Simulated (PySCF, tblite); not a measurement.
# C₃H₉NSeSi₃: geometry, infrared bands and NMR shifts

What infrared bands and NMR shifts should C₃H₉NSeSi₃ (`C=C[SiH2][SiH2][Se][SiH2]C#N`) show?

The runs use tblite 0.8.0 and PySCF 2.14.0, with density-fitted response routines of our own; the level of theory stands in each step. All values are computed, except where a source is named. Atoms count from 0, in the outputs and in this text.

### 1 Starting geometry

17 atoms, charge 0, multiplicity 1; geometry from: force field or distance geometry start.

Bonds of the start (Å): C0–C1 1.34, C1–Si2 1.86, Si2–Si3 2.24, Si3–Se4 2.29, Se4–Si5 2.28, Si5–C6 1.82, C6–N7 1.16, C0–H8 1.09, C0–H9 1.08, C1–H10 1.08, Si2–H11 1.47, Si2–H12 1.47, Si3–H13 1.46, Si3–H14 1.46, Si5–H15 1.48, Si5–H16 1.46.

### 2 Optimising the geometry with GFN2-xTB

Job settings and geometry (Å):

```
{"job": {"kind": "relax", "xc": "GFN2-xTB", "basis": "xTB"}, "charge": 0, "multiplicity": 1}
C     -2.485300     0.448500     0.909300
C     -2.519500    -0.116500    -0.303400
Si    -0.983700    -0.873900    -1.021600
Si     0.502500     0.731100    -1.508700
Se     0.868100     2.079400     0.309100
Si     1.920400     0.421600     1.460100
C      3.434800    -0.082600     0.584700
N      4.400700    -0.404500     0.034400
H     -3.397100     0.874800     1.324100
H     -1.585100     0.493100     1.499900
H     -3.446300    -0.171300    -0.854400
H     -1.351300    -1.567700    -2.269700
H     -0.426300    -1.842100    -0.073600
H     -0.019700     1.540600    -2.604900
H      1.761200     0.112700    -1.930500
H      2.287600     0.929300     2.806300
H      1.032000    -0.728400     1.629200
```

The run is started by

```sh
$ OMP_NUM_THREADS=1 python probes_run.py task.json out
```

The driver reads the jobs from task.json and runs them one after another.

**Question.** This job is followed by: GFN2-xTB harmonic vibrations, gas phase; GIAO PBE0/pcSseg-1 NMR shielding, non-relativistic, gas phase. Predict these results of the whole session: strongest single infrared mode (GFN2-xTB); zero-point energy (GFN2-xTB); 13C shifts against TMS (PBE0/pcSseg-1); 1H shifts against TMS (PBE0/pcSseg-1, means over atoms taken as alike); 29Si shifts against TMS (PBE0/pcSseg-1); 77Se shifts against Me2Se (PBE0/pcSseg-1); 15N shifts against NH3 (PBE0/pcSseg-1).

**Answer**, as computed:

| quantity | value |
| --- | --- |
| strongest single infrared mode (GFN2-xTB) | 628 cm⁻¹, 636 km/mol |
| zero-point energy (GFN2-xTB) | 62.7 kcal/mol |
| 13C shifts against TMS (PBE0/pcSseg-1) | 150.3, 131.6, 123.0 ppm |
| 1H shifts against TMS (PBE0/pcSseg-1, means over atoms taken as alike) | 6.84, 6.35, 6.34, 5.20, 4.96, 4.53 ppm |
| 29Si shifts against TMS (PBE0/pcSseg-1) | -48.2, -57.9, -83.4 ppm |
| 77Se shifts against Me2Se (PBE0/pcSseg-1) | -698 ppm |
| 15N shifts against NH3 (PBE0/pcSseg-1) | 370.6 ppm |

**Reading.** Relaxing lowered the energy by 0.319 eV in 163 steps; the close pair that moved most is Si2–Si3, from 2.241 to 2.332 Å. The lowest mode is imaginary (31i cm⁻¹), so the xTB geometry is not a minimum. The strongest single mode, at 628 cm⁻¹, has its largest shares on H13, H14, H11 and H12 (the list is cut at 4 atoms). Unscaled tight-binding wavenumbers are off by several per cent, some by more. Its intensities can rank the bands wrongly. C0 (terminal =CH2 carbon) lies farthest downfield among carbon, at 150.3 ppm; an sp2 carbon of a C=C bond. At PBE0/pcSseg-1: The largest span, 579 ppm, is at N7, where the paramagnetic term is -440 ppm. Spin-orbit coupling is left out, which matters for shieldings and couplings at and beside the heavy atoms.
